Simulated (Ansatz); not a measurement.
# MnAlC4N4: the cost of one run

Program: Ansatz 0.2.0. Level of theory: DFT PBE, scalar-relativistic, plane waves, PAW. These are calculated values, not measurements.

**1. The system as given**

It takes space group P-43m (No. 215, cubic). Conventional cell: a = 5.855 Å, b = 5.855 Å, c = 5.855 Å, α = 90.00°, β = 90.00°, γ = 90.00°. Around Mn (site symmetry -43m) lie 4 C at 1.94 Å. Al (site symmetry -43m) is surrounded by 4 N at 1.96 Å. C (site symmetry 3m) has 1 N at 1.17 Å and 1 Mn at 1.94 Å in its first shell of neighbours. N (site symmetry 3m) is surrounded by 1 C at 1.17 Å and 1 Al at 1.96 Å.

As a file:

```
CELL_PARAMETERS angstrom
5.85491 0.00000 0.00000
0.00000 5.85491 0.00000
0.00000 0.00000 5.85491
ATOMIC_POSITIONS crystal
Mn 0.00000 0.00000 0.00000
Al 0.50000 0.50000 0.50000
C 0.19111 0.19111 0.19111
C 0.19111 0.80889 0.80889
C 0.80889 0.19111 0.80889
C 0.80889 0.80889 0.19111
N 0.30648 0.30648 0.30648
N 0.30648 0.69352 0.69352
N 0.69352 0.30648 0.69352
N 0.69352 0.69352 0.30648
```

A structure generator made this guess: two interpenetrating cyanide-bridged diamond nets (P-43m, No. 215). Its size is a rough estimate.

**2. Probe: one point on a coarse mesh**

The input, input.yaml:

```yaml
crystal:
  lattice:
    - [5.85490908, 0.0, 0.0]
    - [0.0, 5.85490908, 0.0]
    - [0.0, 0.0, 5.85490908]
  atoms:
    - { symbol: Mn, position: [0.0, 0.0, 0.0], spin: 4.0 }
    - { symbol: Al, position: [0.5, 0.5, 0.5] }
    - { symbol: C, position: [0.19110541, 0.19110541, 0.19110541] }
    - { symbol: C, position: [0.19110541, 0.80889459, 0.80889459] }
    - { symbol: C, position: [0.80889459, 0.19110541, 0.80889459] }
    - { symbol: C, position: [0.80889459, 0.80889459, 0.19110541] }
    - { symbol: "N", position: [0.30647865, 0.30647865, 0.30647865] }
    - { symbol: "N", position: [0.30647865, 0.69352135, 0.69352135] }
    - { symbol: "N", position: [0.69352135, 0.30647865, 0.69352135] }
    - { symbol: "N", position: [0.69352135, 0.69352135, 0.30647865] }
basis:
  ecutwfc: 420
kpoints:
  mp_grid: { grid: [4, 4, 4] }
hamiltonian:
  xc: pbe
scf:
  occupations: { method: gaussian, width: 0.1 }
  lower_state_search: "off"
output:
  forces: true
  stress: true
  eigenvalues: true
  populations: true
magnetization:
  spin_polarized: true
```

Launch:

```console
> ansatz run input.yaml --threads 1 --pin off --max-ram 2560MiB --backend cpu --events-out ev --progress --plain --runs-dir out
```

**Question.** How long does this run take on 1 thread of Intel Xeon Platinum 8259CL at 2.50GHz (Skylake/Cascade Lake), shared host, and how much memory does it need?

About 21 s, with a peak of 0.48 GiB.
